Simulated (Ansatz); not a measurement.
Task: a check of forces and pressure against finite differences of Al (distorted cell), with the Python package of Ansatz (0.2.0). Give the script and its output. Level of theory (first run): LDA, PAW, cutoff 540 eV, 8×8×4 k-points, Fermi-Dirac smearing of 0.05 eV.

```
CELL_PARAMETERS angstrom
2.65166 -0.03860 0.00526
-1.35926 2.45008 -0.04367
0.00910 -0.08201 4.72556
ATOMIC_POSITIONS crystal
Al 0.62550 0.28809 0.76505
Al 0.42034 0.73128 0.23901
```

The script, `al_fdcheck.py`:
```python
# -*- coding: utf-8 -*-
"""Do the forces of Al match the slope of the free energy, atoms off their sites."""

import warnings

import ansatz as az
import numpy as np

vectors0 = np.array([
    [2.65166, -0.0386, 0.00526],
    [-1.35926, 2.45008, -0.04367],
    [0.0091, -0.08201, 4.72556],
])
sites = [
    ("Al", (0.6255, 0.28809, 0.76505)),
    ("Al", (0.42034, 0.73128, 0.23901)),
]


def on_lattice(cell):
    crystal = az.Crystal(lattice=az.Lattice.of(cell))
    for symbol, position in sites:
        crystal = crystal.atom(symbol, position)
    return crystal


def main():
    warnings.simplefilter("ignore", az.DeckWarning)

    def solve(crystal):
        return (
            crystal.calculation()
            .functional(az.Functional.LDA)
            .occupations(az.OccupationsMethod.FERMI_DIRAC, width=0.05)
            .basis(540, xc_grid=2)
            .kpoints(8, 8, 4)
            .scf(tolerance=1e-09)
            .forces()
            .stress()
            .run(threads=1)
        ).report


    centre = solve(on_lattice(vectors0))
    start = on_lattice(vectors0)
    # central difference: F = -(E(+h) - E(-h)) / 2h
    print(f"force on atom 1 along z: analytic {centre['forces_ev_ang'][1][2]:.4f} eV/A")
    for h in (0.005, 0.02):
        shift = np.eye(3)[2] * h @ np.linalg.inv(vectors0)
        plus, minus = (solve(start.move(1, to=np.array(sites[1][1]) + sign * shift))["lagrangian_ev"] for sign in (1, -1))
        print(f"  step {h} A: numerical {-(plus - minus) / (2 * h):.4f} eV/A")
    # P = -dF/dV; the difference feels the change of the plane-wave count with the cell
    volume = abs(np.linalg.det(vectors0))
    larger, smaller = (solve(on_lattice(vectors0 * (1 + sign * 0.005) ** (1 / 3)))["lagrangian_ev"] for sign in (1, -1))
    numerical = -(larger - smaller) / (0.01 * volume) * 160.21766
    print(f"pressure: analytic {np.trace(centre['stress_gpa']) / 3:.3f}, numerical {numerical:.3f} GPa")


if __name__ == "__main__":
    main()
```

```console
$ python al_fdcheck.py
force on atom 1 along z: analytic 0.6418 eV/A
  step 0.005 A: numerical 0.6418 eV/A
  step 0.02 A: numerical 0.6420 eV/A
pressure: analytic 5.675, numerical 5.677 GPa
```

Reading the output:
- The mesh is modest for a metal, so energies can be off by several to tens of meV an atom and pressures by half a GPa or more; differences at equal mesh fare better.
- The program warned that this SCF threshold is loose for forces or stresses.
- Pressure is positive in compression.
- The cell is a database structure, distorted on purpose.
- The central difference errs as the square of the step, so the shorter step is the fairer test; what remains comes from the finite grid and the SCF threshold.
- The script silences the warnings on its input, which a real study should read.
- Wall time of the script: 19 s on 1 thread of Arm Neoverse V1, with other jobs on the host, peak memory 0.39 GiB.
